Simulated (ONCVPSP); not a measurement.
# Co: the cost of one run

Program: ONCVPSP 4.0.1.1 (patched build). Reference atom: PBE, scalar-relativistic, spherical and spin-unpolarised. All values are calculated.

### 1 Settings

Typed settings, in words:

- element: cobalt (Co, Z = 27)
- type: optimised norm-conserving Vanderbilt (ONCV)
- frozen core: [Ne]
- valence charge: 17
- reference configuration: 3s2 3p6 3d7 4s2
- partial waves: 3s+4s: rc 1.40 bohr, ncon 5, nbas 8, qcut 5 1/bohr, 2 projectors; 3p: rc 1.05 bohr, ncon 3, nbas 7, qcut 9.4 1/bohr, 2 projectors, debl 3.6 Ha; 3d: rc 1.60 bohr, ncon 4, nbas 8, qcut 7.2 1/bohr, 2 projectors, debl 2.4 Ha
- local potential: polynomial inside 1.00 bohr (lpopt 5, dvloc0 0 Ha)
- core correction: not asked for

The outer shells as boxes (Hund's rule for the drawing; the calculation is spin-unpolarised):

```
[Ne] core
3s [↑↓]
3p [↑↓][↑↓][↑↓]
3d [↑↓][↑↓][↑ ][↑ ][↑ ]
4s [↑↓]
```

The nodes and maxima of the atom's own shells, from an earlier all-electron run, set the scale for the radii.

All-electron outer shells of the reference configuration (PBE, scalar-relativistic, ld1.x):

| shell | level (eV) | outermost node (bohr) | outermost maximum (bohr) |
| --- | --- | --- | --- |
| 2p | -769.94 | – | 0.17 |
| 3s | -102.40 | 0.31 | 0.66 |
| 3p | -65.64 | 0.28 | 0.68 |
| 3d | -8.20 | – | 0.66 |
| 4s | -5.47 | 0.96 | 2.32 |
| 4p | -1.28 | 1.05 | 3.25 |

### 2 Generation

The input, Co.dat:

```
# ATOM AND REFERENCE CONFIGURATION
# atsym  z   nc   nv     iexc    psfile
  Co 27.00    3    4        4      upf
#
#   n    l    f
    1    0    2.00
    2    0    2.00
    2    1    6.00
    3    0    2.00
    3    1    6.00
    3    2    7.00
    4    0    2.00
#
# PSEUDOPOTENTIAL AND OPTIMIZATION
# lmax
    2
#
#   l,   rc,      ep,       ncon, nbas, qcut
    0    1.40    0.00    5    8    5.00
    1    1.05    0.00    3    7    9.40
    2    1.60    0.00    4    8    7.20
#
# LOCAL POTENTIAL
# lloc, lpopt,  rc(5),   dvloc0
    4    5    1.00    0.00
#
# VANDERBILT-KLEINMAN-BYLANDER PROJECTORs
# l, nproj, debl
    0    2    2.00
    1    2    3.60
    2    2    2.40
#
# MODEL CORE CHARGE
# icmod, fcfact, rcfact
    0    0.00    0.00
#
# LOG DERIVATIVE ANALYSIS
# epsh1, epsh2, depsh
   -5.00    5.00    0.04
#
# OUTPUT GRID
# rlmax, drl
    6.00    0.01
#
# TEST CONFIGURATIONS
# ncnf
    4
# nvcnf
#   n    l    f
    4
    3    0    2.00
    3    1    6.00
    3    2    7.00
    4    0    1.00
#
    4
    3    0    2.00
    3    1    6.00
    3    2    7.00
    4    0    0.00
#
    4
    3    0    2.00
    3    1    6.00
    3    2    6.00
    4    0    0.00
#
    4
    3    0    2.00
    3    1    6.00
    3    2    7.50
    4    0    1.50
#
```

On the command line:

```console
oncvpsp.x < Co.dat > Co.out
```

**Question.** How long does this run take on 1 thread of Neoverse-N1, shared host?

About 4.7 s.
